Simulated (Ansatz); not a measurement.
Runs of Ansatz 0.2.0 on NbTe. The structure is hexagonal, space group P-6m2 (No. 187). Conventional cell: a = 3.703 Å, b = 3.703 Å, c = 3.694 Å, α = 90.00°, β = 90.00°, γ = 120.00°. Te (site symmetry -6m2) is surrounded by 6 Nb at 2.83 Å. Nb (site symmetry -6m2) has 6 Te at 2.83 Å as nearest neighbours. The cell comes from a database or a generator and needn't be the stable form of this composition.

```csv
task,level,cell,k mesh,smearing,atoms under strain,gap on the mesh (eV),pressure (GPa),relaxed volume (Å³/atom)
relaxation of cell and atoms,BLYP+D3(BJ),relaxed,8 × 8 × 7,fermi-dirac 0.05 eV,-,none,0.0,21.02
relaxation of cell and atoms,RPBE+D3(BJ),relaxed,8 × 8 × 7,fermi-dirac 0.05 eV,-,none,0.0,16.62
single point,PBE,as given,8 × 8 × 7,gaussian 0.03 eV,-,none,-0.6,-
relaxation of cell and atoms,PBEsol+D3(BJ),relaxed,8 × 8 × 7,fermi-dirac 0.05 eV,-,none,0.0,20.15
single point,PBE,as given,8 × 8 × 7,gaussian 0.029 eV,-,none,-0.6,-
relaxation of cell and atoms,RPBE+D4,relaxed,8 × 8 × 7,fermi-dirac 0.05 eV,-,none,0.0,20.99
relaxation of cell and atoms,revPBE+D4,relaxed,8 × 8 × 7,fermi-dirac 0.05 eV,-,none,0.0,21.07
relaxation of cell and atoms,BLYP+D4,relaxed,8 × 8 × 7,fermi-dirac 0.05 eV,-,none,0.0,21.93
elastic constants,PBEsol,as given,6 × 6 × 5,fermi-dirac 0.05 eV,relaxed,none,(b),-
phonons,PBEsol,as given,6 × 6 × 5,fermi-dirac 0.05 eV,-,none,-,-
relaxation of cell and atoms,PBEsol+D4,relaxed,8 × 8 × 7,fermi-dirac 0.05 eV,-,none,0.0,(c)
relaxation of cell and atoms,revPBE+D3(BJ),relaxed,8 × 8 × 7,fermi-dirac 0.05 eV,-,none,0.0,(a)
```

Alike in all rows: potentials or basis Ansatz PAW; no spin polarisation; cutoff (eV) 420.

Task: Estimate the missing entries.

Result: (a) 20.41; (b) -5.1; (c) 20.63.

Caveats: the PAW data sets come from PBE, with cores solved anew for the run's functional, which leaves a small shift of forces and pressure (some runs); the plane-wave basis is chosen anew once the cell has moved, so the energies of steps on either side of that aren't comparable (some runs); pairwise dispersion overbinds metals, which lowers pressure and volume (some runs); the volume moved by over 15 % at a fixed basis, so the end points are rough (some runs); the cell is more than 3 GPa from zero pressure, which shifts response properties (some runs); elastic constants of metals need much finer meshes, so these are rough (some runs).

A k mesh can miss the band edges, and the runs leave out spin-orbit coupling on Nb, Te.

A gap of «none» marks a metal or a gap under the smearing width.
